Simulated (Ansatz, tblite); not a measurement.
# Tetramethylammonium mesylate (C₅H₁₅NO₃S): a ladder of methods and basis sets

An exercise on one series of results from a longer session: the logs are not shown, and one member is left open.

Computed with Ansatz 0.2.0, Gaussian basis. Level: as each input shows.

The runs, in order: GFN1-xTB, GFN2-xTB, PBE-D4/def2-TZVP, r2SCAN-D4/def2-TZVP, HSE06-D4/def2-TZVP, B2PLYP/def2-TZVP, PBE-D4/def2-SVP, PBE0-D4/def2-SVP, HF/STO-3G, MP2/def2-SVP, RPA/def2-SVP.

### The structure

The singlet was relaxed beforehand with PBE-D4/def2-SVP.

SMILES `CS(=O)(=O)[O-].C[N+](C)(C)C`, 25 atoms, charge 0, spin multiplicity 1.

Bond lengths: C1–S2 1.809 Å, C1–H6 1.105 Å, C1–H7 1.105 Å, C1–H8 1.105 Å, S2–O3 1.510 Å, S2–O4 1.510 Å, S2–O5 1.510 Å, C9–N10 1.509 Å, C9–H14 1.117 Å, C9–H15 1.106 Å, C9–H16 1.105 Å, N10–C11 1.509 Å, N10–C12 1.509 Å, N10–C13 1.496 Å, C11–H17 1.106 Å, C11–H18 1.105 Å, C11–H19 1.117 Å, C12–H20 1.105 Å and more. Angles: S2–C1–H6 108.1°, S2–C1–H7 108.1°, S2–C1–H8 108.1°, H6–C1–H7 110.8°, H6–C1–H8 110.8°, H7–C1–H8 110.8°, C1–S2–O3 105.8°, C1–S2–O4 105.8°, C1–S2–O5 105.7°, O3–S2–O4 112.9°, O3–S2–O5 112.9°, O4–S2–O5 112.9°, N10–C9–H14 109.2°, N10–C9–H15 108.0°, N10–C9–H16 108.3°, H14–C9–H15 109.8°, H14–C9–H16 111.3°, H15–C9–H16 110.2° and more.

PBE0-D4/def2-TZVP was run before; its log isn't repeated, and its numbers join the tables.

The first run:

Tight binding, by tblite at 300 K electronic temperature and without a spin-polarisation term:

```python
tblite.interface.Calculator('GFN1-xTB', numbers, positions, charge=0, uhf=0).singlepoint()
```

Tight binding, by tblite at 300 K electronic temperature and without a spin-polarisation term:

```python
tblite.interface.Calculator('GFN2-xTB', numbers, positions, charge=0, uhf=0).singlepoint()
```

start.molden holds the orbitals of an earlier run on this state, given as this run's starting guess.

The input, in.yaml:

```yaml
crystal:
  periodic: [false, false, false]
  atoms:
    - {symbol: C, position_ang: [-2.587652, -0.569567, -3.170407]}
    - {symbol: S, position_ang: [-1.454871, -0.319581, -1.782699]}
    - {symbol: O, position_ang: [-0.065705, -0.481093, -2.352987]}
    - {symbol: O, position_ang: [-1.725134, 1.078535, -1.279358]}
    - {symbol: O, position_ang: [-1.803344, -1.386296, -0.771817]}
    - {symbol: H, position_ang: [-2.430760, -1.591289, -3.561515]}
    - {symbol: H, position_ang: [-3.620444, -0.446273, -2.796735]}
    - {symbol: H, position_ang: [-2.356398, 0.186484, -3.942673]}
    - {symbol: C, position_ang: [1.488043, -0.868805, 0.249078]}
    - {symbol: N, position_ang: [0.943894, 0.207607, 1.156524]}
    - {symbol: C, position_ang: [-0.408431, -0.212084, 1.679315]}
    - {symbol: C, position_ang: [0.805409, 1.495470, 0.381628]}
    - {symbol: C, position_ang: [1.880887, 0.413726, 2.304177]}
    - {symbol: H, position_ang: [0.876957, -0.904772, -0.684840]}
    - {symbol: H, position_ang: [2.534427, -0.610042, 0.002155]}
    - {symbol: H, position_ang: [1.450114, -1.830874, 0.791448]}
    - {symbol: H, position_ang: [-0.258967, -1.066445, 2.365303]}
    - {symbol: H, position_ang: [-0.849654, 0.642393, 2.223712]}
    - {symbol: H, position_ang: [-1.052556, -0.523694, 0.821987]}
    - {symbol: H, position_ang: [1.772136, 1.710245, -0.108767]}
    - {symbol: H, position_ang: [-0.014805, 1.386178, -0.368235]}
    - {symbol: H, position_ang: [0.553165, 2.299266, 1.097966]}
    - {symbol: H, position_ang: [2.850064, 0.780699, 1.919393]}
    - {symbol: H, position_ang: [2.026586, -0.547568, 2.830205]}
    - {symbol: H, position_ang: [1.447071, 1.157788, 2.997144]}
basis:
  gaussian: {orbitals: def2-TZVP, initial_orbitals: start.molden}
hamiltonian: {xc: pbe, dispersion: d4}
scf: {omitted_lower_state_checks: [starts]}
output: {forces: true, orbitals: {seedname: orbitals}}
```

Command:

```bash
> ansatz run in.yaml --threads 4 --pin off --events-out ev --progress --plain --max-ram 6963MiB
```

Steps of the session up to this table: PBE-D4/def2-TZVP; r2SCAN-D4/def2-TZVP; HSE06-D4/def2-TZVP; B2PLYP/def2-TZVP; PBE-D4/def2-SVP; PBE0-D4/def2-SVP; HF/STO-3G; MP2/def2-SVP; RPA/def2-SVP.

One of the session's tables, all rows but one given; the rest of the session is left out.

It belongs to the step «Binding energy». 

```
              level  binding an atom (eV)
          HF/STO-3G                 2.669
        HF/def2-SVP                 2.660
    PBE-D4/def2-SVP                 3.958
   PBE-D4/def2-TZVP                 3.983
r2SCAN-D4/def2-TZVP                 3.890
   PBE0-D4/def2-SVP                     ?
  PBE0-D4/def2-TZVP                 3.886
 HSE06-D4/def2-TZVP                 3.888
       MP2/def2-SVP                 3.655
```

**Question.** Estimate the row for PBE0-D4/def2-SVP.

As computed: binding an atom (eV): 3.859. In the column «binding an atom (eV)» it lies between MP2/def2-SVP (3.655) and PBE0-D4/def2-TZVP (3.886).

Limits of these values: Free atoms were run apart at each level; binding is atoms less cluster, divided by the number of atoms, without zero-point or spin-orbit terms.
